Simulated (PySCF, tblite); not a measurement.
# C₇H₉P: infrared bands and NMR shifts

Wanted: the infrared bands and NMR shifts of C₇H₉P (`Cc1ccccc1P`), by calculation.

Programs: tblite 0.8.0 and PySCF 2.14.0, with density-fitted response routines of our own. Each step states its level of theory. These are calculated values for one molecule in the gas phase, unless marked as measured. Atoms count from 0, in the outputs and in this text.

### Step 1. The molecule as given

17 atoms, charge 0, multiplicity 1; geometry from: GFN2-xTB.

Bonds of the start (Å): C0–C1 1.50, C1–C2 1.39, C2–C3 1.38, C3–C4 1.38, C4–C5 1.38, C5–C6 1.39, C6–P7 1.83, C6–C1 1.40, C0–H8 1.09, C0–H9 1.09, C0–H10 1.09, C2–H11 1.08, C3–H12 1.08, C4–H13 1.08, C5–H14 1.08, P7–H15 1.40, P7–H16 1.39.

### Step 2. Harmonic vibrations with GFN2-xTB

What the job is given:

```
{"job": {"kind": "ir", "xc": "GFN2-xTB", "basis": "xTB"}, "charge": 0, "multiplicity": 1}
C     -1.565101    -1.421220    -0.372230
C     -0.293601    -0.660038    -0.166448
C      0.921712    -1.315083    -0.035409
C      2.097188    -0.607911     0.148489
C      2.068707     0.774336     0.206948
C      0.863642     1.441626     0.091395
C     -0.320932     0.735703    -0.083404
P     -1.906714     1.616572    -0.317452
H     -2.141377    -1.451411     0.554612
H     -1.365457    -2.442998    -0.686259
H     -2.179514    -0.927332    -1.128042
H      0.947785    -2.394583    -0.085755
H      3.035106    -1.135697     0.239147
H      2.983250     1.332972     0.340289
H      0.839405     2.522279     0.133720
H     -2.501597     1.149141     0.855433
H     -1.489501     2.795674     0.295056
```

**Question.** This job is followed by: GIAO PBE0/pcSseg-1 NMR shielding, non-relativistic, gas phase. Predict these results of the whole session: strongest single infrared mode (GFN2-xTB); zero-point energy (GFN2-xTB); 13C shifts against TMS (PBE0/pcSseg-1); 1H shifts against TMS (PBE0/pcSseg-1, means over atoms taken as alike); 31P shifts against H3PO4 (PBE0/pcSseg-1).

As calculated:

| quantity | value |
| --- | --- |
| strongest single infrared mode (GFN2-xTB) | 2331 cm⁻¹, 143 km/mol |
| zero-point energy (GFN2-xTB) | 83.0 kcal/mol |
| 13C shifts against TMS (PBE0/pcSseg-1) | 145.5, 138.9, 137.6, 134.0, 133.5, 131.1, 24.4 ppm |
| 1H shifts against TMS (PBE0/pcSseg-1, means over atoms taken as alike) | 7.75, 7.46, 7.44, 7.36, 3.77, 2.50 ppm |
| 31P shifts against H3PO4 (PBE0/pcSseg-1) | -156.0 ppm |

**Reading.** All 45 modes are real, so the xTB geometry is a minimum. The strongest single mode, at 2331 cm⁻¹, moves mainly H16. GFN2-xTB is a fitted tight-binding method: band positions and strengths are rough. Its intensities can rank the bands wrongly. NICS(1)zz of -28 ppm above the planar ring from C1 marks a diatropic (aromatic) ring current.
